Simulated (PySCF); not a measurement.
# NaSr at other levels of theory

What do other methods print for NaSr?

Method: method and basis as typed in the scripts; program: PySCF 2.14.0.

7 further runs of the same task are left out: 7 that didn't finish.

**1. The starting structure**

NaSr: 2 atoms, charge 0, spin multiplicity 2.

Bond lengths: Na1–Sr2 3.285 Å.

**2. Base script**

File input.py:

```python
from pyscf import gto, scf, mp

mol = gto.M(
    atom='Na 0 0 0; Sr 0 0 3.285',
    basis='ano-rcc-vdzp',
    charge=0,
    spin=1,
    verbose=4,
)
mf = scf.UHF(mol)
mf = mf.sfx2c1e()
mf.kernel()
mp.MP2(mf, frozen=10).kernel()
mf.dip_moment()
print('orbital energies (hartree):', [e[max(0, n-3):n+3].round(4) for e, n in zip(mf.mo_energy, mol.nelec)])
```

The run is started by

```console
$ OMP_NUM_THREADS=1 python input.py
```

**3. Mn15 (UKS)**

Run 1 changes functional: none (Hartree–Fock) → mn15; SCF type: UHF → UKS; step after the SCF: mp2 → analyze.

File input.py:

```python
from pyscf import gto, dft

mol = gto.M(
    atom='Na 0 0 0; Sr 0 0 3.285',
    basis='ano-rcc-vdzp',
    charge=0,
    spin=1,
    verbose=4,
)
mf = dft.UKS(mol, xc='mn15')
mf = mf.sfx2c1e()
mf.kernel()
mf.analyze()
print('orbital energies (hartree):', [e[max(0, n-3):n+3].round(4) for e, n in zip(mf.mo_energy, mol.nelec)])
```

**4. TDHF**

Run 2 changes step after the SCF: mp2 → tddft; number of roots: none → 5.

Edit input.py of step 2 so:

```diff
@@ -1,2 +1,2 @@
-from pyscf import gto, scf, mp
+from pyscf import gto, scf, tdscf
 
@@ -12,3 +12,6 @@
 mf.kernel()
-mp.MP2(mf, frozen=10).kernel()
+td = tdscf.TDHF(mf)
+td.nstates = 5
+td.kernel()
+td.analyze()
 mf.dip_moment()
```

**5. SCF alone**

Run 3 changes step after the SCF: mp2 → none.

Edit input.py of step 2 so:

```diff
@@ -1,2 +1,2 @@
-from pyscf import gto, scf, mp
+from pyscf import gto, scf
 
@@ -12,3 +12,2 @@
 mf.kernel()
-mp.MP2(mf, frozen=10).kernel()
 mf.dip_moment()
```

**6. Population analysis**

Run 4 changes step after the SCF: mp2 → analyze.

File input.py:

```python
from pyscf import gto, scf

mol = gto.M(
    atom='Na 0 0 0; Sr 0 0 3.285',
    basis='ano-rcc-vdzp',
    charge=0,
    spin=1,
    verbose=4,
)
mf = scf.UHF(mol)
mf = mf.sfx2c1e()
mf.kernel()
mf.analyze()
print('orbital energies (hartree):', [e[max(0, n-3):n+3].round(4) for e, n in zip(mf.mo_energy, mol.nelec)])
```

**7. Pw91 (UKS)**

Run 5 changes functional: none (Hartree–Fock) → pw91; SCF type: UHF → UKS; step after the SCF: mp2 → analyze.

File input.py:

```python
from pyscf import gto, dft

mol = gto.M(
    atom='Na 0 0 0; Sr 0 0 3.285',
    basis='ano-rcc-vdzp',
    charge=0,
    spin=1,
    verbose=4,
)
mf = dft.UKS(mol, xc='pw91')
mf = mf.sfx2c1e()
mf.kernel()
mf.analyze()
print('orbital energies (hartree):', [e[max(0, n-3):n+3].round(4) for e, n in zip(mf.mo_energy, mol.nelec)])
```

**8. Hf,lyp (UKS)**

Run 6 changes functional: none (Hartree–Fock) → hf,lyp; SCF type: UHF → UKS; step after the SCF: mp2 → analyze.

File input.py:

```python
from pyscf import gto, dft

mol = gto.M(
    atom='Na 0 0 0; Sr 0 0 3.285',
    basis='ano-rcc-vdzp',
    charge=0,
    spin=1,
    verbose=4,
)
mf = dft.UKS(mol, xc='hf,lyp')
mf = mf.sfx2c1e()
mf.kernel()
mf.analyze()
print('orbital energies (hartree):', [e[max(0, n-3):n+3].round(4) for e, n in zip(mf.mo_energy, mol.nelec)])
```

Before running it: what results should come out? Wanted: for each run, E(SCF); from base; gap, α spin; SCF dipole; after the SCF.

The runs gave:

```csv
run,E(SCF) (hartree),from base (eV),cycles,"gap, α spin (eV)",SCF dipole (D),after the SCF
base,-3339.323630,0,13,4.72,0.20,"MP2 correlation -7.804 eV, core frozen"
mn15 (UKS),-3343.732033,not comparable,10,2.26,0.29,n/a
TDHF,-3339.323630,0.0000,13,4.72,0.20,lowest root found 0.96 eV
SCF alone,-3339.323630,0.0000,13,4.72,0.20,n/a
population analysis,-3339.323630,0.0000,13,4.72,0.20,n/a
pw91 (UKS),-3341.901721,not comparable,8,0.99,0.06,n/a
"hf,lyp (UKS)",-3341.575742,not comparable,12,4.63,0.50,n/a
```

In words: The α-spin gap between the frontier levels is 1.0 eV with pw91 (0 % exact exchange) and 2.3 eV with mn15 (44 %): exact exchange opens it. Total energies of different functionals can't be compared with each other; differences within one functional can.
